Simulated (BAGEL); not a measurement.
# CH5AlFS− (SMILES C[S][AlH2-][F]) at B3LYP/6-31G(d) (density fitting with qzvpp-jkfit, spherical functions)

What is the energy change on altering one bond length of CH5AlFS− at B3LYP/6-31G* (density fitting with qzvpp-jkfit, spherical functions)? 

The calculation is run with BAGEL 1.2.2.

2 further runs of the same task are left out: 2 set aside as unsound or not needed.

## Step 1: The molecule

The species is CH5AlFS− (9 atoms), meant as a singlet with charge -1. As SMILES, `C[S][AlH2-][F]`. Geometry: a GFN2-xTB relaxation, a rough one for these elements and not checked as a minimum. This is one conformer, not always the lowest.

Bond lengths: C1–S2 1.821 Å, S2–Al3 2.304 Å, Al3–F4 1.690 Å, C1–H5 1.088 Å, C1–H6 1.092 Å, C1–H7 1.088 Å, Al3–H8 1.569 Å, Al3–H9 1.588 Å. Some angles: C1–S2–Al3 92.8°, S2–Al3–F4 109.4°, S2–C1–H5 109.4°, S2–C1–H6 109.7°, S2–C1–H7 108.6°, S2–Al3–H8 107.0°, S2–Al3–H9 102.9°, F4–Al3–H8 112.9°, F4–Al3–H9 107.5°, H5–C1–H6 109.9°.

## Step 2: The energy at B3LYP/6-31G(d) (density fitting with qzvpp-jkfit, spherical functions)

Contents of job.json:

```json
{ "bagel" : [

{
  "title" : "molecule",
  "basis" : "6-31gs.json",
  "df_basis" : "qzvpp-jkfit",
  "angstrom" : true,
  "geometry" : [
    { "atom" : "C", "xyz" : [   -0.118560,    1.138470,   -0.963910 ] },
    { "atom" : "S", "xyz" : [    1.354560,    0.140830,   -0.573840 ] },
    { "atom" : "Al", "xyz" : [    0.213160,   -1.150150,    0.956250 ] },
    { "atom" : "F", "xyz" : [   -1.091660,   -1.903770,    0.191440 ] },
    { "atom" : "H", "xyz" : [   -0.473210,    0.885550,   -1.961100 ] },
    { "atom" : "H", "xyz" : [   -0.902190,    0.939980,   -0.229240 ] },
    { "atom" : "H", "xyz" : [    0.155490,    2.191340,   -0.930160 ] },
    { "atom" : "H", "xyz" : [    1.242800,   -2.172090,    1.553170 ] },
    { "atom" : "H", "xyz" : [   -0.380380,   -0.070160,    1.957390 ] }
  ]
},
{
  "title" : "ks",
  "xc_func" : "b3lyp",
  "charge" : -1
},
{
  "title" : "print",
  "file" : "orbitals.molden",
  "orbitals" : true
}

]}
```

The basis set 6-31G* is read from a file made from the Basis Set Exchange's data (not shown).

On the command line:

```bash
BAGEL_NUM_THREADS=1 BAGEL job.json > job.out
```

The program printed:

```text
* using 1 threads per process

  ===============================================================
  ===============================================================

  *** Geometry ***

  { "atom" : "C", "xyz" : [     -0.224046,      2.151397,     -1.821526 ] },
  { "atom" : "S", "xyz" : [      2.559747,      0.266130,     -1.084400 ] },
  { "atom" : "Al", "xyz" : [      0.402814,     -2.173469,      1.807051 ] },
  { "atom" : "F", "xyz" : [     -2.062938,     -3.597604,      0.361769 ] },
  { "atom" : "H", "xyz" : [     -0.894237,      1.673447,     -3.705942 ] },
  { "atom" : "H", "xyz" : [     -1.704892,      1.776305,     -0.433201 ] },
  { "atom" : "H", "xyz" : [      0.293834,      4.141032,     -1.757748 ] },
  { "atom" : "H", "xyz" : [      2.348552,     -4.104655,      2.935066 ] },
  { "atom" : "H", "xyz" : [     -0.718814,     -0.132583,      3.698931 ] },

  Number of auxiliary basis functions:      498

  Since a DF basis is specified, we compute 2- and 3-index integrals:
    o Being stored without compression. Storage requirement is 0.022 GB

  Number of basis functions:       74
  Number of electrons      :       49

    * METHOD: MOLECULE                             0.70

  *** Kohn-Sham DFT ***

    * Removing 16027 points whose weight is below 1.00e-10
    * Grid points: 118127

  === Nuclear Repulsion ===
   208.6636904683

       - DIIS with orbital gradients will be used.

  === KS iteration (b3lyp / 6-31gs.json) ===
      0       -743.64208764          0.14904221           0.84
      1       -730.71674741          0.15203770           0.85
      2       -717.96937923          0.16683164           0.88
      3       -738.04125454          0.21624112           0.91
      4       -778.43660531          0.07315551           0.93
      5       -781.47247361          0.01881102           0.88
      6       -781.67588221          0.00917707           0.89
      7       -781.72376328          0.00408800           0.82
      8       -781.73087219          0.00090916           0.76
      9       -781.73124674          0.00019040           0.89
     10       -781.73126302          0.00004994           0.90
     11       -781.73126405          0.00001424           0.83
     12       -781.73126414          0.00000441           0.83
     13       -781.73126415          0.00000070           0.81
     14       -781.73126415          0.00000016           0.75
     15       -781.73126415          0.00000003           0.77
     16       -781.73126415          0.00000003           0.83
     17       -781.73126415          0.00000001           0.86
    * SCF iteration converged.

    * Permanent dipole moment:
           (    0.440690,    -0.832576,     0.839499) a.u.

    * METHOD: KS                                  16.85

    * METHOD: PRINT                                0.02

  ===============================================================
```

It took 18 s on 1 thread of Intel Xeon at 2.50GHz (Skylake/Cascade Lake), shared host; peak memory 0.44 GiB.

## Step 3: The distorted shape, same level

Contents of calc.json:

```json
{ "bagel" : [

{
  "title" : "molecule",
  "basis" : "6-31gs.json",
  "df_basis" : "qzvpp-jkfit",
  "angstrom" : true,
  "geometry" : [
    { "atom" : "C", "xyz" : [    0.508331,    1.297259,   -1.551634 ] },
    { "atom" : "S", "xyz" : [    1.981451,    0.299619,   -1.161564 ] },
    { "atom" : "Al", "xyz" : [    0.840051,   -0.991361,    0.368526 ] },
    { "atom" : "F", "xyz" : [   -0.464769,   -1.744981,   -0.396284 ] },
    { "atom" : "H", "xyz" : [    0.153681,    1.044339,   -2.548824 ] },
    { "atom" : "H", "xyz" : [   -0.902190,    0.939980,   -0.229240 ] },
    { "atom" : "H", "xyz" : [    0.782381,    2.350129,   -1.517884 ] },
    { "atom" : "H", "xyz" : [    1.869691,   -2.013301,    0.965446 ] },
    { "atom" : "H", "xyz" : [    0.246511,    0.088629,    1.369666 ] }
  ]
},
{ "title" : "ks", "xc_func" : "b3lyp", "charge" : -1 },
{ "title" : "print", "file" : "orbitals.molden", "orbitals" : true }

]}
```

The basis set 6-31G* is read from a file made from the Basis Set Exchange's data (not shown).

On the command line:

```bash
BAGEL_NUM_THREADS=1 BAGEL calc.json > calc.out
```

The program printed:

```text
* using 1 threads per process

  ===============================================================
  ===============================================================

  *** Geometry ***

  { "atom" : "C", "xyz" : [      0.960606,      2.451464,     -2.932163 ] },
  { "atom" : "S", "xyz" : [      3.744400,      0.566198,     -2.195038 ] },
  { "atom" : "Al", "xyz" : [      1.587466,     -1.873401,      0.696413 ] },
  { "atom" : "F", "xyz" : [     -0.878286,     -3.297536,     -0.748868 ] },
  { "atom" : "H", "xyz" : [      0.290415,      1.973515,     -4.816579 ] },
  { "atom" : "H", "xyz" : [     -1.704892,      1.776305,     -0.433201 ] },
  { "atom" : "H", "xyz" : [      1.478486,      4.441100,     -2.868385 ] },
  { "atom" : "H", "xyz" : [      3.533204,     -3.804587,      1.824429 ] },
  { "atom" : "H", "xyz" : [      0.465838,      0.167485,      2.588294 ] },

  Number of auxiliary basis functions:      498

  Since a DF basis is specified, we compute 2- and 3-index integrals:
    o Being stored without compression. Storage requirement is 0.022 GB

  Number of basis functions:       74
  Number of electrons      :       49

    * METHOD: MOLECULE                             0.64

  *** Kohn-Sham DFT ***

    * Removing 15370 points whose weight is below 1.00e-10
    * Grid points: 118784

  === Nuclear Repulsion ===
   206.5323961099

       - DIIS with orbital gradients will be used.

  === KS iteration (b3lyp / 6-31gs.json) ===
      0       -743.37373904          0.13684151           0.88
      1       -732.60259689          0.14649050           0.83
      2       -719.56791293          0.16339253           0.89
      3       -738.05382233          0.21190556           0.83
      4       -777.33632096          0.07663741           0.80
      5       -780.66141471          0.03784569           0.78
      6       -780.94769211          0.03250707           0.90
      7       -781.46468862          0.01684018           0.81
      8       -781.60077585          0.00431001           0.81
      9       -781.61198482          0.00187498           0.91
     10       -781.61337220          0.00047449           0.96
     11       -781.61349751          0.00012759           0.79
     12       -781.61350658          0.00002804           0.79
     13       -781.61350699          0.00001481           0.88
     14       -781.61350710          0.00000595           0.88
     15       -781.61350712          0.00000091           0.80
     16       -781.61350712          0.00000028           0.88
     17       -781.61350712          0.00000020           0.88
     18       -781.61350712          0.00000006           0.88
     19       -781.61350712          0.00000001           0.87
     20       -781.61350712          0.00000001           0.85
     21       -781.61350712          0.00000000           0.83
    * SCF iteration converged.

    * Permanent dipole moment:
           (   -0.026864,    -0.694625,     0.927905) a.u.

    * METHOD: KS                                  20.23

    * METHOD: PRINT                                0.01

  ===============================================================
```

It took 22 s on 1 thread of Intel Xeon at 2.50GHz (Skylake/Cascade Lake), shared host; peak memory 0.44 GiB.

## Step 4: What came out

Level: B3LYP/6-31G* (density fitting with qzvpp-jkfit, spherical functions).

| quantity | value |
| --- | --- |
| first shape: total energy | -781.73126 Eh |
| first shape: HOMO energy | -1.13 eV |
| first shape: LUMO energy | 5.48 eV |
| first shape: HOMO–LUMO gap (to an unbound level, set by the basis) | 6.61 eV |
| distorted shape: total energy | -781.61351 Eh |
| distorted shape: HOMO energy | -1.49 eV |
| distorted shape: LUMO energy | 2.90 eV |
| distorted shape: HOMO–LUMO gap (to an unbound level, set by the basis) | 4.39 eV |
| energy change with the C1–H6 bond stretched from 1.092 to 1.966 Å | 3.204 eV |

What this shows: With the C1–H6 bond stretched from 1.092 to 1.966 Å the energy rises by 3.20 eV (309 kJ/mol). The first shape isn't relaxed at this level, so the change isn't measured from a minimum.
